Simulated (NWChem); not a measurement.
**C2H5AlO (SMILES [CH3][Al]1[CH2][O]1) at HF/3-21G**

Aim: the adiabatic ionisation energy of C2H5AlO at HF/3-21G, from 2 runs. 

Program for the calculation: NWChem 7.3.0.

**1. The system as given**

C2H5AlO has 9 atoms, charge 0, and is taken as a singlet. As SMILES, `[CH3][Al]1[CH2][O]1`. Geometry: relaxed at PBE0-D4/def2-TZVP. The run starts from this shape.

Bond lengths: C1–Al2 1.934 Å, Al2–C3 1.883 Å, Al2–O4 1.707 Å, C3–O4 1.488 Å, C1–H5 1.093 Å, C1–H6 1.091 Å, C1–H7 1.094 Å, C3–H8 1.091 Å, C3–H9 1.091 Å. Some angles: C1–Al2–C3 171.7°, C1–Al2–O4 139.6°, C3–Al2–O4 48.7°, Al2–C3–O4 59.5°, Al2–O4–C3 71.8°, Al2–C1–H5 110.3°, Al2–C1–H6 112.2°, Al2–C1–H7 110.1°, Al2–C3–H8 123.8°, Al2–C3–H9 123.8°.

**2. A structure relaxation at HF/3-21G**

Contents of c2h5alo.nw:

```
start c2h5alo
title "C2H5AlO"
memory stack 880 mb heap 220 mb global 1100 mb

geometry units angstrom
C    -0.670900    1.320200   -1.081500
Al    0.051300   -0.076700    0.044200
C     0.678700   -1.280200    1.349300
O     0.789300   -1.609500   -0.097900
H     0.039700    1.575000   -1.872100
H    -0.900200    2.226000   -0.517500
H    -1.591200    0.976800   -1.562100
H     0.038500   -1.980500    1.887700
H     1.653200   -1.197400    1.832800
end

basis spherical bse
* library 3-21G
end

scf
thresh 1e-07
maxiter 80
print low
end

driver
maxiter 60
end

freq
temp 3 298.15 600 900
end

task scf optimize
task scf frequencies
```

Started as:

```sh
$ nwchem c2h5alo.nw > c2h5alo.out
```

Output:

```text
[...]
  functions       =    50
[...]
  wavefunction    = RHF
[...]
         Total SCF energy =   -393.223412389764
[...]
@    0    -393.22341239  0.0D+00  0.01977  0.00573  0.00000  0.00000      2.4
[...]
         Total SCF energy =   -393.225632836277
[...]
@    1    -393.22583866 -2.4D-03  0.00424  0.00152  0.02898  0.05866      5.5
[...]
@    5    -393.22623456 -1.0D-05  0.00025  0.00010  0.00663  0.01890     17.0
[...]
         Total SCF energy =   -393.226235635497
[...]
@    6    -393.22623564 -1.1D-06  0.00004  0.00002  0.00109  0.00260     19.5
[...]
         Total SCF energy =   -393.226235664363
[...]
         Total SCF energy =   -393.226235664363
[...]
                         RHF ENERGY GRADIENTS
    atom               coordinates                        gradient
                 x          y          z           x          y          z
   1 C      -0.086987  -4.111516  -0.003695   -0.000020  -0.000001  -0.000048
   2 Al      0.156279  -0.410908   0.005822    0.000010   0.000007   0.000091
   3 C       1.164414   3.098598  -0.001876   -0.000028  -0.000020  -0.000031
   4 O      -1.637527   2.307790   0.003350    0.000016   0.000012  -0.000015
   5 H      -1.378334  -4.765582   1.453014    0.000007  -0.000005   0.000007
   6 H       1.744254  -4.975730   0.325666    0.000006  -0.000004  -0.000003
   7 H      -0.793496  -4.788086  -1.810455    0.000001  -0.000005  -0.000001
   8 H       1.663706   4.123001  -1.689114    0.000009   0.000005   0.000001
   9 H       1.668051   4.129306   1.680188   -0.000002   0.000010  -0.000001
[...]
@    7    -393.22623566 -2.9D-08  0.00001  0.00000  0.00013  0.00027     20.7
[...]
      Optimization converged
[...]
@    7    -393.22623566 -2.9D-08  0.00001  0.00000  0.00013  0.00027     20.7
[...]
         Total SCF energy =   -393.226235664364
      One-electron energy =   -828.511072256182
      Two-electron energy =    291.969808201634
 Nuclear repulsion energy =    143.315028390185
        Time for solution =      0.1s
[...]
 Zero-Point correction to Energy  =   44.107 kcal/mol  (  0.070288 au)
 Thermal correction to Energy     =   61.869 kcal/mol  (  0.098595 au)
 Thermal correction to Enthalpy   =   63.657 kcal/mol  (  0.101444 au)
 Total Entropy                    =   97.939 cal/mol-K
   - Translational                =   44.208 cal/mol-K (mol. weight =  72.0156)
   - Rotational                   =   28.008 cal/mol-K (symmetry #  =        1)
   - Vibrational                  =   25.722 cal/mol-K
 Cv (constant volume heat capacity) =   31.290 cal/mol-K
   - Translational                  =    2.979 cal/mol-K
   - Rotational                     =    2.979 cal/mol-K
   - Vibrational                    =   25.331 cal/mol-K
[...]
```

Run time: 27 s. Hardware: 1 thread of AMD EPYC 7B13 (Zen 3), shared host; peak memory 0.11 GiB.

Step by step:

```
step  energy from the first frame kept (eV)
   0                                 0.0000
   1                                -0.0660
   2                                -0.0742
   3                                -0.0758
   4                                -0.0765
   5                                -0.0768
   6                                -0.0768
   7                                -0.0768
```

After the run. Bond lengths: C1–Al2 1.963 Å, Al2–C3 1.932 Å, Al2–O4 1.724 Å, C1–H5 1.087 Å, C1–H6 1.086 Å, C1–H7 1.087 Å, C3–H8 1.077 Å, C3–H9 1.077 Å. Some angles: C1–Al2–C3 167.7°, C1–Al2–O4 142.8°, C3–Al2–O4 49.4°, Al2–C1–H5 110.9°, Al2–C1–H6 111.2°, Al2–C1–H7 110.7°, Al2–C3–H8 123.6°, Al2–C3–H9 123.6°, H5–C1–H6 108.3°, H5–C1–H7 107.6°. A long bond or contact: C3–O4 1.541 Å.

**3. The doublet cation: a geometry optimisation at UHF/3-21G**

Contents of c2h5alo.nw:

```
start c2h5alo
memory stack 880 mb heap 220 mb global 1100 mb
charge 1

geometry units angstrom noautosym
C     -0.670900     1.320200    -1.081500
Al     0.051300    -0.076700     0.044200
C      0.678700    -1.280200     1.349300
O      0.789300    -1.609500    -0.097900
H      0.039700     1.575000    -1.872100
H     -0.900200     2.226000    -0.517500
H     -1.591200     0.976800    -1.562100
H      0.038500    -1.980500     1.887700
H      1.653200    -1.197400     1.832800
end

basis spherical bse
C library 3-21G
Al library 3-21G
O library 3-21G
H library 3-21G
end

scf
nopen 1
uhf
thresh 1e-07
maxiter 80
print low
end

driver
maxiter 60
end

freq
temp 2 298.15 573.15
end

task scf optimize
task scf frequencies
```

Started as:

```sh
$ nwchem c2h5alo.nw > c2h5alo.out
```

Output:

```text
[...]
  functions       =    50
[...]
  wavefunction    = UHF
[...]
         Total SCF energy =   -392.952190970649
[...]
@    0    -392.95219097  0.0D+00  0.05594  0.01277  0.00000  0.00000      4.3
[...]
         Total SCF energy =   -392.966953054340
[...]
@    1    -392.97653422 -2.4D-02  0.01130  0.00439  0.09250  0.21825     10.4
[...]
@   22    -393.01813543 -3.9D-07  0.00011  0.00003  0.00236  0.00559     86.5
[...]
         Total SCF energy =   -393.018135514897
[...]
@   23    -393.01813551 -8.8D-08  0.00004  0.00001  0.00095  0.00193     88.2
[...]
         Total SCF energy =   -393.018135533584
[...]
         Total SCF energy =   -393.018135533584
[...]
                         UHF ENERGY GRADIENTS
    atom               coordinates                        gradient
                 x          y          z           x          y          z
   1 C      -1.804374   3.496643  -2.749492    0.000000  -0.000002   0.000001
   2 Al     -0.494802   0.981945  -0.396350    0.000002   0.000008  -0.000006
   3 C       1.484081  -2.790809   3.336462    0.000003   0.000003  -0.000003
   4 O       0.584627  -1.091595   1.551568   -0.000005  -0.000008   0.000008
   5 H      -0.393527   3.928893  -4.173013   -0.000000   0.000000   0.000000
   6 H      -2.281438   5.216971  -1.741091    0.000000  -0.000000  -0.000000
   7 H      -3.486820   2.780789  -3.677331   -0.000000  -0.000000   0.000000
   8 H       0.259339  -4.339395   3.770262    0.000000   0.000001  -0.000000
   9 H       3.494573  -2.885277   3.524359   -0.000001  -0.000001   0.000001
[...]
@   24    -393.01813553 -1.9D-08  0.00001  0.00000  0.00052  0.00109     89.9
[...]
      Optimization converged
[...]
@   24    -393.01813553 -1.9D-08  0.00001  0.00000  0.00052  0.00109     89.9
[...]
         Total SCF energy =   -393.018135533584
      One electron energy =   -806.776728775167
      Two electron energy =    276.870016283862
 Nuclear repulsion energy =    136.888576957721
                       Sz =      0.5000
                 Sz(Sz+1) =      0.7500
                      S^2 =      0.7598
[...]
 Zero-Point correction to Energy  =   42.732 kcal/mol  (  0.068098 au)
 Thermal correction to Energy     =   52.458 kcal/mol  (  0.083597 au)
 Thermal correction to Enthalpy   =   53.597 kcal/mol  (  0.085412 au)
 Total Entropy                    =   90.514 cal/mol-K
   - Translational                =   41.967 cal/mol-K (mol. weight =  72.0156)
   - Rotational                   =   25.829 cal/mol-K (symmetry #  =        1)
   - Vibrational                  =   22.718 cal/mol-K
 Cv (constant volume heat capacity) =   25.489 cal/mol-K
   - Translational                  =    2.979 cal/mol-K
   - Rotational                     =    2.979 cal/mol-K
   - Vibrational                    =   19.530 cal/mol-K
[...]
```

Run time: 99 s. Hardware: 1 thread of AMD EPYC 7B13 (Zen 3), shared host; peak memory 0.12 GiB.

Step by step:

```
step  energy from the first frame kept (eV)
   0                                 0.0000
   1                                -0.6624
   2                                -0.7711
   3                                -0.9415
   4                                -1.0226
   5                                -1.1305
   6                                -1.2765
   7                                -1.3179
   8                                -1.3879
   9                                -1.4646
  10                                -1.6964
  11                                -1.7398
  12                                -1.7872
  13                                -1.7931
  14                                -1.7940
  15                                -1.7942
  16                                -1.7943
  17                                -1.7943
  18                                -1.7943
  19                                -1.7944
  20                                -1.7944
  21                                -1.7944
  22                                -1.7944
  23                                -1.7944
  24                                -1.7944
```

After the run. Bond lengths: C1–Al2 1.950 Å, Al2–O4 1.610 Å, C3–O4 1.388 Å, C1–H5 1.085 Å, C1–H6 1.085 Å, C1–H7 1.085 Å, C3–H8 1.070 Å, C3–H9 1.070 Å. Some angles: C1–Al2–O4 179.9°, Al2–O4–C3 176.9°, Al2–C1–H5 110.0°, Al2–C1–H6 110.0°, Al2–C1–H7 110.0°, O4–C3–H8 115.8°, O4–C3–H9 115.8°, H5–C1–H6 108.9°, H5–C1–H7 108.9°, H6–C1–H7 108.9°.

**4. What came out**

Level: HF/3-21G.

```
                                                               quantity                 value
                               run 1, HF/3-21G: total energy at the end         -393.22624 Eh
                            run 1, HF/3-21G: lowest harmonic wavenumber  18i cm⁻¹ (imaginary)
                           run 1, HF/3-21G: highest harmonic wavenumber             3325 cm⁻¹
                                doublet cation: total energy at the end         -393.01814 Eh
                                                   doublet cation: ⟨S²⟩                 0.760
                             doublet cation: lowest harmonic wavenumber   4i cm⁻¹ (imaginary)
                            doublet cation: highest harmonic wavenumber             3462 cm⁻¹
adiabatic ionisation energy (to the doublet cation, no zero-point term)              5.663 eV
```

What this shows: The adiabatic ionisation energy (to the doublet cation, no zero-point term) is 5.66 eV (546 kJ/mol). The second species lost a bond as it relaxed, so this leads to another structure. 1 mode (run 1, HF/3-21G) is imaginary (lowest 18i cm⁻¹); so small a value may be numerical noise or a very soft motion. The optimisation (run 1, HF/3-21G) took 8 steps and changed the energy by -0.077 eV. 1 mode (doublet cation) is imaginary (lowest 4i cm⁻¹); so small a value may be numerical noise or a very soft motion. The optimisation (doublet cation) took 25 steps and changed the energy by -1.794 eV. Bonds broke or formed on the way.
